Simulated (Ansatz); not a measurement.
# CH3Co: the cost of one run

Computed with Ansatz 0.2.0, Gaussian basis. Level: def2-SVP, all electrons in the functionals, frozen cores in the correlation of double hybrids and RPA.

The runs, in order: B2PLYP, RPA-PBE, at charge 0, quintet; charge 0, triplet; charge 0, septet; charge 1, quartet; charge 1, sextet.

6 further runs of the same task are left out: 1 for a known fault of the program, 5 set aside as unsound or not needed.

## Step 1: What is computed

The geometry is a PBE0/def2-TZVP stationary point (not a proven minimum).

5 atoms, charge 0, spin multiplicity 5.

Atoms are counted from 1 here; the program's logs count them from 0.

Bond lengths: Co1–C2 2.007 Å, C2–H3 1.096 Å, C2–H4 1.096 Å, C2–H5 1.096 Å. Angles: Co1–C2–H3 110.6°, Co1–C2–H4 110.6°, Co1–C2–H5 110.6°, H3–C2–H4 108.3°, H3–C2–H5 108.3°, H4–C2–H5 108.3°.

No dispersion term is added.

The geometry shown and the zero of energy belong to the point charge 0, quintet. The yardstick, UCCSD(T), and other wave-function levels (R restricted, U unrestricted, valence and pair active spaces) come from earlier runs.

## Step 2: B2PLYP, charge 0, quintet

in.yaml

```yaml
crystal:
  periodic: [false, false, false]
  atoms:
    - {symbol: Co, position_ang: [-0.423748, 0.003371, 0.002483]}
    - {symbol: C, position_ang: [1.583352, -0.012598, -0.009277]}
    - {symbol: H, position_ang: [1.961456, -1.041141, -0.006411]}
    - {symbol: H, position_ang: [1.978888, 0.501465, 0.873992]}
    - {symbol: H, position_ang: [1.968411, 0.492665, -0.902201]}
basis:
  gaussian: {orbitals: def2-SVP}
magnetization: {spin_polarized: true, initial_magnetization: 4}
hamiltonian: {xc: {name: B2PLYP}}
correlation: {electrons: outside_noble_gas}
```

The run is started by

```
$ ansatz run in.yaml --threads 1 --pin off --events-out ev --progress --plain --max-ram 3968MiB --backend cpu
```

**Question.** How long does this run take on 1 thread of AMD EPYC 7R13, shared host?

About 11 s.
